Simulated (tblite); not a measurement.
# C5H14BNSi: the cost of one run

The runs use tblite 0.8.0 and PySCF 2.14.0, with density-fitted response routines of our own; the level of theory stands in each step. All values are computed, except where a source is named. Atoms are numbered from 0 throughout.

## Step 1: Starting geometry

22 atoms, charge 0, multiplicity 1; geometry from: force field or distance geometry start.

Bonds of the start (Å): C0–Si1 1.85, Si1–B2 1.95, B2–C3 1.60, B2–N4 1.49, N4–C5 1.42, C5–C6 1.50, C6–C7 1.53, C7–C5 1.54, C0–H8 1.11, C0–H9 1.11, C0–H10 1.12, Si1–H11 1.49, Si1–H12 1.45, C3–H13 1.12, C3–H14 1.12, C3–H15 1.12, N4–H16 1.03, C5–H17 1.11, C6–H18 1.10, C6–H19 1.12, C7–H20 1.09, C7–H21 1.12.

## Step 2: Relaxing the molecule with GFN2-xTB

What the job is given:

```
{"job": {"kind": "relax", "xc": "GFN2-xTB", "basis": "xTB"}, "charge": 0, "multiplicity": 1}
C     -3.612000    -0.451300     0.624700
Si    -2.128300    -1.061800    -0.301300
B     -0.524600    -0.044100     0.157600
C     -0.676500     1.541500     0.047000
N      0.785100    -0.700900    -0.102400
C      1.915800     0.002700     0.400000
C      3.254900    -0.624400     0.152300
C      2.828800     0.570200    -0.700700
H     -4.412400    -1.218800     0.626000
H     -4.055900     0.477700     0.218800
H     -3.257600    -0.204300     1.658000
H     -1.809600    -2.480200     0.030600
H     -2.281700    -1.003300    -1.744100
H     -1.443500     1.935300     0.759200
H     -0.903700     1.869400    -0.996300
H      0.303400     2.010500     0.307400
H      0.940000    -1.013200    -1.069600
H      1.802900     0.621400     1.309600
H      3.245600    -1.634600    -0.287000
H      4.132800    -0.347900     0.796500
H      3.329900     1.525500    -0.547100
H      2.555900     0.250100    -1.740800
```

Launch:

```bash
$ OMP_NUM_THREADS=1 python probes_run.py task.json out
```

This one command runs all jobs of the session in turn.

**Question.** How long does this first job take on 1 thread of Arm Neoverse N1, shared host, and how much memory does it need?

About 2.7 s, with a peak of 0.19 GiB.
